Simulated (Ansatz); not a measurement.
**SrMgBiO2: from the start to rest**

The start is SrMgBiO2, a known structure type filled with other elements, at an estimated volume. Where does it settle when we relax cell and atoms, and what is it like there?

All numbers below are computed with Ansatz 0.2.0 (DFT, PBE, no spin polarisation, plane waves, PAW).

### Step 1. Geometry

Symmetry: Cmcm, No. 63, orthorhombic system. The conventional cell has a = 5.400 Å, b = 12.445 Å, c = 5.275 Å, α = 90.00°, β = 90.00°, γ = 90.00°. Mg (site symmetry m2m) is surrounded by 4 Sr at 3.23 to 3.36 Å and 4 Bi at 3.43 to 3.47 Å and 8 O at 3.59 to 3.69 Å. Around O (site symmetry 2) lie 2 Bi at 2.09 Å and 2 Sr at 2.24 Å. Sr (site symmetry m2m) has 4 O at 2.24 Å as nearest neighbours. Bi (site symmetry m2m) is surrounded by 4 O at 2.09 Å.

The coordinates stand in the input below.

It starts from an earlier solution of the starting cell (checkpoint.read).

### Step 2. The relaxation

Contents of input.yaml:

```yaml
crystal:
  lattice:
    - [5.399728, 0.0, 0.0]
    - [2.699864, -6.222611, 0.0]
    - [0.0, 0.0, -5.274672]
  atoms:
    - { symbol: Mg, position: [0.7445, 0.511, 0.75] }
    - { symbol: Mg, position: [0.2555, 0.489, 0.25] }
    - { symbol: O, position: [0.247, 0.0, 0.0] }
    - { symbol: O, position: [0.753, 0.0, 0.5] }
    - { symbol: O, position: [0.753, 0.0, 0.0] }
    - { symbol: O, position: [0.247, 0.0, 0.5] }
    - { symbol: Sr, position: [0.405, 0.19, 0.75] }
    - { symbol: Sr, position: [0.595, 0.81, 0.25] }
    - { symbol: Bi, position: [0.0739, 0.8522, 0.75] }
    - { symbol: Bi, position: [0.9261, 0.1478, 0.25] }
  symmetry: { tolerance: 0.0003 }
kpoints:
  mp_grid: { grid: [5, 5, 4], shift: [0, 0, 0] }
magnetization:
  spin_polarized: false
scf:
  occupations: { method: fermi_dirac }
  lower_state_search: "off"
hamiltonian:
  pseudopotentials: { kind: paw }
  xc: pbe
basis:
  ecutwfc: 420
  fft_grid_basis: typed
relax:
  max_steps: 80
  cell: { p_target: 0.0 }
  f_tol: 0.03
output:
  forces: true
  stress: true
  eigenvalues: true
  bader: true
  populations: true
  elf: true
  write_potential: true
  volumetric_format: npy
  dos:
    e_range: [-12, 8]
    de: 0.05
    projected: { site_lists: { Bi: [Bi], Mg: [Mg], O: [O], Sr: [Sr] } }
  write_density: true
checkpoint:
  read: saved_state
```

Run with:

```console
> ansatz run input.yaml --threads 2 --pin off --max-ram 3584MiB --backend cpu --events-out ev --progress --plain --runs-dir out
```

What it wrote, cut to the lines that bear on the results:

```text
Warning: checkpoint.read: basis.xc_grid differs: saved 1, current 2 (points along each axis for each point of the dense box; where the key is left out runs that use forces, runs that use the stress, dielectric runs by a finite field, finite-displacement phonons, runs of [...]
Warning: RAYON_NUM_THREADS=2 ignored (pool sized by the plan → 2); use --threads N
[...]
Pseudopotentials: kind: paw
Pseudopotential: Mg, paw, valence charge 10, recommended cutoff 420 eV (normal), Mg.paw.azcp
Pseudopotential: O, paw, valence charge 6, recommended cutoff 420 eV (normal), O.paw.azcp
Pseudopotential: Sr, paw, valence charge 10, recommended cutoff 420 eV (normal), Sr.paw.azcp
Pseudopotential: Bi, paw, valence charge 15, recommended cutoff 420 eV (normal), Bi.paw.azcp
Functional definition: PBE
[...]
Crystal: 10 atoms, lattice volume = 177.231 Å³
Basis set: ecut = 420 eV, 3489 PW (Γ), exchange–correlation on 80×96×72 points (8 copies of the dense FFT grid, shifted against one another)
Bands: 57, of which v1, the nominal top of the filled ones, is band 47 counted from 1 (46 counted from 0)
Symmetry: 8 space group operations
Space group: Cmcm (ITA 63), of the structure as read, at distance tolerance 1.7e-3 Å
k-points: 27 of 100
[...]
SCF iter   1: F=—  HF=-37996.095583 eV  |F-HF|=—  |Δ(HF+E_count)|=         —  Δρ=8.41e-4  dr2=1.13e-3  ethr=1.15e-6  ⟨swp⟩=3.2  Hψ=11742  notcnv=0
[...]
relax step   1: F+E_penalty+E_count = -37996.09652987 eV  Δ(F+E_penalty+E_count) = +0.000e0 eV  max|allowed force component| = 6.031e0 eV/Å  Δτ_max = 0.0000 Å  P = +30.701 GPa  Ω = 177.231 Å³  (7 SCF iters, dr2 threshold 1.00e-7 eV, accepted)
[...]
relax step   3: F+E_penalty+E_count = -38000.38611305 eV  Δ(F+E_penalty+E_count) = -6.219e-1 eV  max|allowed force component| = 3.133e-1 eV/Å  Δτ_max = 0.1666 Å  P = +2.164 GPa  Ω = 221.504 Å³  energy of the carried Pulay correction = -6.857e-2 eV  (9 SCF iters, dr2 threshold 1.00e-6 eV, accepted)
[...]
relax step   5: F+E_penalty+E_count = -38000.42898259 eV  Δ(F+E_penalty+E_count) = -2.346e-3 eV  max|allowed force component| = 1.572e-2 eV/Å  Δτ_max = 0.0036 Å  P = -0.019 GPa  Ω = 228.913 Å³  energy of the carried Pulay correction = -7.860e-2 eV  (6 SCF iters, dr2 threshold 1.00e-6 eV, accepted)
[...]
relax step   7: F+E_penalty+E_count = -38000.73726480 eV  Δ(F+E_penalty+E_count) = -3.081e-1 eV  max|allowed force component| = 1.582e-2 eV/Å  Δτ_max = 0.0000 Å  P = +1.685 GPa  Ω = 228.910 Å³  stress off target by 1.86e0 GPa  SCF on the basis re-selected at this cell (its energy is not [...]
relax step   8: F+E_penalty+E_count = -38000.78938639 eV  Δ(F+E_penalty+E_count) = -5.212e-2 eV  max|allowed force component| = 3.466e-2 eV/Å  Δτ_max = 0.0480 Å  P = +0.399 GPa  Ω = 240.978 Å³  energy of the carried Pulay correction = -2.080e-2 eV  (8 SCF iters, dr2 threshold 1.00e-6 eV, accepted)
relax step   9: F+E_penalty+E_count = -38000.78642735 eV  Δ(F+E_penalty+E_count) = +2.959e-3 eV  max|allowed force component| = 1.070e-2 eV/Å  Δτ_max = 0.0198 Å  P = -0.007 GPa  Ω = 245.527 Å³  energy of the carried Pulay correction = -3.089e-2 eV  (7 SCF iters, dr2 threshold 5.70e-7 eV, accepted)
```

### Step 3. The output, continued: semilocal partner

The log, continued:

```text
relax step  10: F+E_penalty+E_count = -38000.78564520 eV  Δ(F+E_penalty+E_count) = +7.822e-4 eV  max|allowed force component| = 7.789e-3 eV/Å  Δτ_max = 0.0053 Å  P = -0.038 GPa  Ω = 245.991 Å³  energy of the carried Pulay correction = -3.199e-2 eV  (7 SCF iters, dr2 threshold 1.08e-8 eV, accepted)
relax step  11: F+E_penalty+E_count = -38000.78590138 eV  Δ(F+E_penalty+E_count) = -2.562e-4 eV  max|allowed force component| = 2.966e-2 eV/Å  Δτ_max = 0.0031 Å  P = +0.038 GPa  Ω = 245.847 Å³  energy of the carried Pulay correction = -3.165e-2 eV  (7 SCF iters, dr2 threshold 7.67e-9 eV, rejected (line search))
relax step  12: F+E_penalty+E_count = -38000.78597517 eV  Δ(F+E_penalty+E_count) = -3.300e-4 eV  max|allowed force component| = 9.513e-4 eV/Å  Δτ_max = 0.0009 Å  P = -0.007 GPa  Ω = 245.874 Å³  energy of the carried Pulay correction = -3.171e-2 eV  (9 SCF iters, accepted)
relax step  13: F+E_penalty+E_count = -38000.82540903 eV  Δ(F+E_penalty+E_count) = -3.943e-2 eV  max|allowed force component| = 2.180e-3 eV/Å  Δτ_max = 0.0000 Å  P = +0.056 GPa  Ω = 245.874 Å³  stress off target by 2.38e-1 GPa  SCF on the basis re-selected at this cell (its energy is not comparable with the rows above)  (8 SCF iters)
relax step  14: F+E_penalty+E_count = -38000.82647865 eV  Δ(F+E_penalty+E_count) = -1.070e-3 eV  max|allowed force component| = 2.331e-2 eV/Å  Δτ_max = 0.0077 Å  P = +0.059 GPa  Ω = 247.508 Å³  energy of the carried Pulay correction = -2.251e-3 eV  (7 SCF iters, dr2 threshold 1.42e-7 eV, accepted)
relax step  15: F+E_penalty+E_count = -38000.82502045 eV  Δ(F+E_penalty+E_count) = +1.458e-3 eV  max|allowed force component| = 1.171e-2 eV/Å  Δτ_max = 0.0073 Å  P = +0.028 GPa  Ω = 248.997 Å³  energy of the carried Pulay correction = -4.384e-3 eV  (7 SCF iters, dr2 threshold 2.26e-8 eV, accepted)
relax step  16: F+E_penalty+E_count = -38000.83034673 eV  Δ(F+E_penalty+E_count) = -5.326e-3 eV  max|allowed force component| = 1.163e-2 eV/Å  Δτ_max = 0.0000 Å  P = +0.038 GPa  Ω = 248.997 Å³  stress off target by 8.52e-2 GPa  SCF on the basis re-selected at this cell (its energy is not comparable with the rows above)  (7 SCF iters)
relax step  17: F+E_penalty+E_count = -38000.82946218 eV  Δ(F+E_penalty+E_count) = +8.846e-4 eV  max|allowed force component| = 1.040e-2 eV/Å  Δτ_max = 0.0042 Å  P = -0.014 GPa  Ω = 249.883 Å³  energy of the carried Pulay correction = -1.187e-3 eV  (7 SCF iters, dr2 threshold 1.82e-8 eV, accepted)
iter 1 solved again at ethr=4.02e-7 eV; its pass at ethr=3.10e-3 eV (dr2=3.78e-4 eV) is discarded
SCF iter   1: F=—  HF=-38000.830752 eV  |F-HF|=—  |Δ(HF+E_count)|=         —  Δρ=5.58e-5  dr2=4.23e-7  ethr=4.02e-7  ⟨swp⟩=3.3  Hψ=11628  notcnv=0
eigensolver tolerance schedule: the retry pair's looser diagonalisation over-reported the residual by 893.43 of it (diagonalisation noise at 0.13 of the residual, at the tolerance the schedule requests for it); recorded, not acted on — ethr = c·dr2/N_el stays at c = 1.0e-1
preconditioner: auto → Kerker (q_TF=auto, 2.318 Å⁻¹)  [metal: Δε(μ)=0.011 eV  Ē_g=6.546 eV  σ=0.100 eV  W_gap=0.03  n_scr=50 (ndim 8)  ℏωp=13.7 eV  f_vac=0.001  D(μ)=3.76/eV (n_scr^D=20)]
SCF iter   2: F=—  HF=-38000.830729 eV  |F-HF|=—  |Δ(HF+E_count)|=   2.28e-5  Δρ=2.82e-5  dr2=1.47e-7  ethr=4.50e-10  ⟨swp⟩=3.1  Hψ=3822  notcnv=0
SCF iter   3: F=—  HF=-38000.830755 eV  |F-HF|=—  |Δ(HF+E_count)|=   2.54e-5  Δρ=1.04e-5  dr2=1.96e-8  ethr=1.56e-10  ⟨swp⟩=2.0  Hψ=1946  notcnv=0
SCF iter   4: F=—  HF=-38000.830758 eV  |F-HF|=—  |Δ(HF+E_count)|=   3.68e-6  Δρ=4.96e-7  dr2=1.90e-9  ethr=2.09e-11  ⟨swp⟩=2.0  Hψ=2286  notcnv=0
SCF iter   5: F=—  HF=-38000.830758 eV  |F-HF|=—  |Δ(HF+E_count)|=   2.38e-9  Δρ=2.51e-7  dr2=7.08e-10  ethr=2.02e-12  ⟨swp⟩=2.6  Hψ=2764  notcnv=0
SCF iter   6: F=-38000.830758 eV  HF=-38000.830758 eV  |F-HF|=6.55e-11  |Δ(HF+E_count)|=  7.28e-11  Δρ=1.41e-7  dr2=7.78e-11  ethr=1.00e-12  ⟨swp⟩=7.5  Hψ=9354  notcnv=0
SCF 18 converged in 6 iterations: F = -38000.830758 eV  dr2 = 7.78e-11
relax step  18: F+E_penalty+E_count = -38000.83075832 eV  Δ(F+E_penalty+E_count) = -1.296e-3 eV  max|allowed force component| = 1.042e-2 eV/Å  Δτ_max = 0.0000 Å  P = -0.012 GPa  Ω = 249.883 Å³  stress off target by 2.63e-2 GPa  SCF on the basis re-selected at this cell (its energy is not comparable with the rows above)  (6 SCF iters)
basis re-selected at this cell: Δ(F+E_penalty+E_count) = -1.296e-3 eV, ΔP = +0.002 GPa vs the last step (what re-selecting the basis moved, of the pressure what is left beyond the Pulay correction that the steps carried, after the strain that the cell walked since its last selection, with what the two solves' SCF thresholds leave and, on support functions, any second-order correction that the steps lacked; it is no measure of the basis error at this ecutwfc). This SCF's stress stands 2.63e-2 GPa from its target on what of the cell is left free (relax.cell.stress_tol is 5.00e-2 GPa) and its largest allowed force component is 1.04e-2 eV/Å (relax.f_tol is 3.00e-2 eV/Å): within both
SCF converged after 6 iterations
Free energy (F): -38000.830758 eV
Harris-Foulkes:  -38000.830758 eV  (|F-HF|=6.55e-11)
Internal energy: -38000.703978 eV  (E = F + TS)
E sigma→0 (E₀):  -38000.767368 eV
Entropy (-TS):   -0.126780 eV (-12.678 meV/atom)
Fermi energy:    6.999384 eV
--- Per-component energies (eV) ---
  E_band       = -1293.591886
  E_kinetic    = 1939.738829
  E_local      = -11160.747382  (includes V_loc(G=0)·N_el)
  E_nonlocal   = 1917.586645
  E_hartree    = 3964.356479
  E_xc         = -999.668135
  E_vxc        = -1060.222811  (∫ρ·V_xc dr)
  E_paw        = -27935.555117  (= ΣΔE_a)
  E_vpaw       = -858.669626  (= ΣTr[D̂ρ^β])
  E_aug_tail   = 0.008931  (compensation charges beyond the density's cutoff)
  E_ewald      = -5726.424228
  E_smearing   = -0.126780  (= −TS)
  E_closure    = -0.000000  (closes the sum)
  Σ components = -38000.830758   (vs F -38000.830758, Δ=0.00e0)
--- Forces (eV/Å), atoms counted from 1 ---
  atom   1  Mg    -0.00000000     0.00086469    -0.00000000
  atom   2  Mg     0.00000000    -0.00086469     0.00000000
  atom   3  O     -0.00408610     0.00000000     0.00000000
  atom   4  O      0.00408610     0.00000000     0.00000000
  atom   5  O      0.00408610    -0.00000000    -0.00000000
  atom   6  O     -0.00408610    -0.00000000    -0.00000000
  atom   7  Sr     0.00000000     0.01042429     0.00000000
  atom   8  Sr    -0.00000000    -0.01042429    -0.00000000
  atom   9  Bi    -0.00000000    -0.00434816    -0.00000000
  atom  10  Bi     0.00000000     0.00434816     0.00000000
  max |Σ_I F_I| component: 4.34e-19 eV/Å
--- Stress (GPa, compression-positive) ---
       -0.026258      -0.000000      -0.000000
       -0.000000      -0.000674      -0.000000
       -0.000000      -0.000000      -0.008465
  P = ⅓ Tr σ = -0.0118 GPa (-0.118 kbar)
--- Band table (eV; the first three rows and the last of 27) ---
  k-point 0: bands = ["-69.7946", "-69.7945", "-36.5877", "-36.5877", "-36.5403", "-36.5398", "-36.5352", "-36.5348", "-27.9468", "-27.9108", "-16.9581", "-16.9436", "-16.8932", "-16.8134", "-16.8032", "-16.7975", "-16.7950", "-16.7890", "-16.7740", "-16.7625", "-12.6765", "-11.9958", "-11.9653", "-10.7728", "-10.0390", "-10.0327", "-9.9468", "-9.8797", "-9.4378", "-9.1838", "-4.8194", "-3.2399", "0.8062", "1.5646", "1.5670", "1.6975", "2.0219", "3.3459", "3.4017", "3.7953", "4.0228", "4.0821", "4.0908", "4.1181", "4.3736", "6.2265", "6.8669", "7.1559", "7.4822", "7.5016", "8.4172", "8.4694", "8.7490", "9.3132", "10.0071", "10.2199", "10.3579"]
  k-point 1: bands = ["-69.7946", "-69.7945", "-36.5877", "-36.5877", "-36.5402", "-36.5399", "-36.5352", "-36.5348", "-27.9415", "-27.9161", "-16.9386", "-16.9376", "-16.9022", "-16.8292", "-16.8086", "-16.8005", "-16.7972", "-16.7904", "-16.7664", "-16.7638", "-12.5756", "-12.0738", "-11.8694", "-11.0675", "-10.0166", "-9.9540", "-9.8379", "-9.7960", "-9.5329", "-9.2583", "-4.5661", "-3.4514", "1.1432", "1.4461", "1.5427", "1.9246", "2.3178", "3.0727", "3.3963", "3.5535", "3.6320", "3.8445", "4.0062", "4.0832", "4.5644", "5.2689", "7.3609", "7.4518", "7.7919", "7.8537", "8.1077", "8.6796", "9.3129", "9.5945", "9.6133", "9.9937", "10.2987"]
  k-point 2: bands = ["-69.7946", "-69.7946", "-36.5877", "-36.5877", "-36.5400", "-36.5400", "-36.5350", "-36.5350", "-27.9288", "-27.9288", "-16.9214", "-16.9214", "-16.8882", "-16.8882", "-16.8001", "-16.8001", "-16.7947", "-16.7947", "-16.7654", "-16.7654", "-12.3284", "-12.3284", "-11.5248", "-11.5248", "-9.9775", "-9.9775", "-9.7114", "-9.7114", "-9.4738", "-9.4738", "-3.9897", "-3.9897", "1.4086", "1.4086", "2.0412", "2.0412", "2.6683", "2.6683", "3.1113", "3.1113", "3.4159", "3.4159", "4.0463", "4.0463", "4.8222", "4.8222", "7.6598", "7.6598", "7.8642", "7.8642", "8.4339", "8.4339", "9.5060", "9.5060", "10.1365", "10.1365", "10.2537"]
  k-point 26: bands = ["-69.7946", "-69.7946", "-36.5877", "-36.5877", "-36.5401", "-36.5401", "-36.5350", "-36.5350", "-27.9287", "-27.9287", "-16.9206", "-16.9206", "-16.8877", "-16.8877", "-16.7999", "-16.7999", "-16.7948", "-16.7948", "-16.7653", "-16.7653", "-12.2295", "-12.2295", "-11.7078", "-11.7078", "-9.9748", "-9.9748", "-9.6641", "-9.6641", "-9.4264", "-9.4264", "-3.9476", "-3.9476", "1.4237", "1.4237", "1.8069", "1.8069", "2.6494", "2.6494", "3.4107", "3.4107", "3.4854", "3.4854", "3.8374", "3.8374", "4.8030", "4.8030", "6.5767", "6.5767", "7.4830", "7.4830", "9.5201", "9.5201", "10.0680", "10.0680", "10.6846", "10.6846", "11.0281"]
--- Relaxed structure (14 steps of the walk, 13 accepted, 4 SCFs on fresh bases) ---
  F+E_penalty+E_count = -38000.83075832 eV   max|allowed force component| = 1.042e-2 eV/Å   (the final SCF, on the basis selected at the relaxed cell)
  cell:  # Å, volume = 249.8833 Å³
    - [5.90467524454578, 9.210689091021659e-33, 1.388546094123868e-34]
    - [2.95233762227289, -7.236489363403884, -9.383257920535072e-17]
    - [-1.356387803864293e-34, -7.95383285605103e-17, -5.8480808045939865]
  atoms:
    - { symbol: Mg, position: [0.7468342700702052, 0.5063314598595896, 0.75] }
    - { symbol: Mg, position: [0.2531657299297948, 0.4936685401404104, 0.25] }
    - { symbol: O, position: [0.23274673555742711, -3.746071658414491e-19, 1.5302282352922383e-33] }
    - { symbol: O, position: [0.7672532644425731, -3.7460716584145e-19, 0.5] }
    - { symbol: O, position: [0.7672532644425731, -3.7460716584145197e-19, -1.0250965972608656e-33] }
    - { symbol: O, position: [0.23274673555742711, -3.7460716584145e-19, 0.5] }
    - { symbol: Sr, position: [0.4184857500669115, 0.16302849986617696, 0.75] }
    - { symbol: Sr, position: [0.5815142499330885, 0.836971500133823, 0.25] }
    - { symbol: Bi, position: [0.07433522590067865, 0.8513295481986427, 0.75] }
    - { symbol: Bi, position: [0.9256647740993214, 0.1486704518013573, 0.25] }
--- Löwdin populations: 10 sites ---
  site symbol       q [e]
     0     Mg      9.5760
     1     Mg      9.5760
     2      O      7.0073
     3      O      7.0073
     4      O      7.0073
     5      O      7.0073
     6     Sr      8.5802
     7     Sr      8.5802
     8     Bi     14.0688
     9     Bi     14.0688
  spilling = 0.016177 (of n_electrons = 94.000000)
--- Bader charges: 10 sites ---
  site symbol  charge [e]  shift [e]
     0     Mg     -0.2631     0.0000
     1     Mg     -0.2631     0.0000
     2      O     -1.2741     0.0007
     3      O     -1.2741     0.0007
     4      O     -1.2741     0.0007
     5      O     -1.2741     0.0007
     6     Sr      1.4526     0.0002
     7     Sr      1.4526     0.0002
     8     Bi      1.3587     0.0013
     9     Bi      1.3587     0.0013
  estimated error of the sums over rays = 4.0e-4 e
```

Wall time 5.1 min (2 threads of Arm Neoverse V1, shared host); peak memory 0.7 GiB.

Step by step:

```
step  energy from step 1 (eV/cell)  largest force component (eV/Å)  pressure (GPa)  volume (Å³)
   1                        0.0000                          6.0310           30.70       177.23
   2                       -3.6677                          0.4792            7.87       199.29
   3                       -4.2896                          0.3133            2.16       221.50
   4                       -4.3301                          0.1323            0.28       228.21
   5                       -4.3325                          0.0157           -0.02       228.91
   6                       -4.3327                          0.0073           -0.02       228.91
   7                       -4.6407                          0.0158            1.69       228.91
   8                       -4.6929                          0.0347            0.40       240.98
   9                       -4.6899                          0.0107           -0.01       245.53
  10                       -4.6891                          0.0078           -0.04       245.99
 11x                       -4.6894                          0.0297            0.04       245.85
  12                       -4.6894                          0.0010           -0.01       245.87
  13                       -4.7289                          0.0022            0.06       245.87
  14                       -4.7299                          0.0233            0.06       247.51
  15                       -4.7285                          0.0117            0.03       249.00
  16                       -4.7338                          0.0116            0.04       249.00
  17                       -4.7329                          0.0104           -0.01       249.88
  18                       -4.7342                          0.0104           -0.01       249.88
```

Step 1 is the start. Steps 7, 13, 16, 18 repeat the geometry before on a plane-wave basis chosen anew for that cell, so the energy can jump there without any move; the table keeps such jumps. 1 step was tried and not accepted (marked x).

| input's cell | before | after | change |
| --- | --- | --- | --- |
| a (Å) | 5.400 | 5.905 | +9.4 % |
| b (Å) | 6.783 | 7.816 | +15.2 % |
| c (Å) | 5.275 | 5.848 | +10.9 % |
| γ (°) | 66.54 | 67.81 | +1.26° |
| volume (Å³/atom) | 17.72 | 24.99 | +41.0 % |

The largest move, 0.20 Å, apart from the change of the cell, is shared by several atoms, Sr7 among them.

### Step 4. States by energy

Counts of states in windows (eV from the Fermi level; tetrahedra), total and projected:

```
from    to  total  Bi p  Mg s   O p  Sr s
-7.0  -6.0   0.74  0.23  0.01  0.49  0.00
-6.0  -5.0   6.47  1.56  0.13  4.38  0.11
-5.0  -4.0   4.10  0.88  0.14  2.73  0.15
-4.0  -3.0  10.18  0.41  0.20  8.79  0.21
-3.0  -2.0   5.35  0.18  1.75  2.87  0.12
-2.0  -1.0   1.12  0.07  0.80  0.12  0.03
-1.0   0.0   1.97  0.43  0.11  0.22  0.38
 0.0   1.0   5.72  1.66  0.14  0.74  0.47
 1.0   2.0   2.70  0.73  0.12  0.23  0.24
```

The bands computed are complete only to about 3.0 eV above the Fermi level.

### Step 5. How the electrons are shared

By element, from the tables in the log (a charge is positive for electrons lost): Löwdin charges also hold the electrons that the projection spills.

| element | atoms | Bader charge (e) | Bader volume (Å³) | Löwdin charge (e) |
| --- | --- | --- | --- | --- |
| Mg | 2 | -0.26 | 44.2 | +0.42 |
| O | 4 | -1.27 | 15.9 to 16.0 | -1.01 |
| Sr | 2 | +1.45 | 20.9 | +1.42 |
| Bi | 2 | +1.36 | 27.9 | +0.93 |

The Löwdin projection spills 1.6 % of the electrons and depends on the orbitals chosen; where it disagrees with Bader's partition, neither is an observable.

### Step 6. Maps of the fields

Maps in the plane spanned by a and b at height 0.750 along c (axes of the input's cell), one cell: a runs left to right (18 points from zero), b bottom to top (24 points), 68° apart. Inside the augmentation spheres the fields are the smooth ones.

Valence density. Ten steps from '0' (0.02 e/Å³) to '9' (25.50 e/Å³), finer at the low end (step k begins (100^(k/10) - 1)/99 of the way up):
```
442110000000000123
665310000000000124
677521000000000025
677641000000000014
466642000000000012
244431000000000001
112221000000000000
001110000000000000
000000000000000000
000000000001452000
000000000001798300
000000000001699610
000000000000278610
000000000000013210
000000000000000000
000000100000000000
000012221000000000
000013444210000000
000014555420000000
000013544531000000
000002454541000000
000001245431000000
000000123321000000
211000001110000011
```

ELF. Ten even steps from '0' (0.01) to '9' (0.88):
```
444210000000000124
213421000000000134
110342000000000234
211254200000000245
521255310011100145
554555421234321135
555555422355554223
345554323542124532
222332224520000353
311111124501442035
631101135601434305
753111135721422412
774211125760244411
773100012574013201
752000000147510003
630012321003664346
310048887300145554
100179999940001121
000079837981000000
000049800894000000
000007962795000000
000001899994000000
110000169982000011
331100002420000113
```

Atoms within 0.2 Å of the plane, in fractions of a and b: Mg at (0.75, 0.51), Sr at (0.42, 0.16), Bi at (0.07, 0.85).

Scans along the contacts give these minima of the density:

```csv
contact,length (Å),minimum at (fraction),density (e/Å³),ELF
Mg1–Sr8,3.778,0.53,0.044,0.09
Mg1–Bi9,3.866,0.45,0.056,0.29
```

```
fraction  Mg1–Sr8  Mg1–Bi9
     0.2    0.343    0.294
     0.3   0.0885   0.0845
     0.4     0.06   0.0612
     0.5   0.0446   0.0596
     0.6   0.0634    0.113
     0.7    0.304    0.385
     0.8     1.61        2
```

(Smooth valence density in e/Å³ at fractions of each contact.)

[end of part 1 of 2]
